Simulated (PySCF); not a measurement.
# GaH5SSi: the cost of one run

Programs: PySCF 2.14.0, with density-fitted response routines of our own. Each step states its level of theory. These are calculated values for one molecule in the gas phase, unless marked as measured. Atoms count from 0, in the outputs and in this text.

## Step 1: Starting geometry

8 atoms, charge 0, multiplicity 1; geometry from: GFN2-xTB. The atoms were then displaced at random by about 0.01 Å, so the start is not that level's minimum.

Bonds of the start (Å): Si0–S1 2.20, S1–Ga2 2.22, Si0–H3 1.47, Si0–H4 1.44, Si0–H5 1.44, Ga2–H6 1.57, Ga2–H7 1.54.

## Step 2: Optimising the geometry at PBE0-D3(BJ)/def2-SVP

Job settings and geometry (Å):

```
{"job": {"xc": "PBE0", "basis": "def2-SVP", "d3": "d3bj", "grid": 1, "shake": 0.01, "kind": "geom"}, "charge": 0, "multiplicity": 1}
Si     1.442780    -0.286920     0.176480
S      0.051890     1.294360     0.821800
Ga    -1.755890     0.421880    -0.119050
H      1.367760    -0.384160    -1.290920
H      2.702790     0.242040     0.621000
H      1.031700    -1.513810     0.818040
H     -1.661270    -0.893540    -0.975210
H     -3.124620     1.101000     0.050870
```

Command:

```bash
$ OMP_NUM_THREADS=1 python probes_run.py task.json out
```

One launch serves the whole session: the jobs run in the order shown.

**Question.** How long does this first job take on 1 thread of Arm Neoverse V1, shared host, and how much memory does it need?

About 18 s, with a peak of 0.39 GiB.
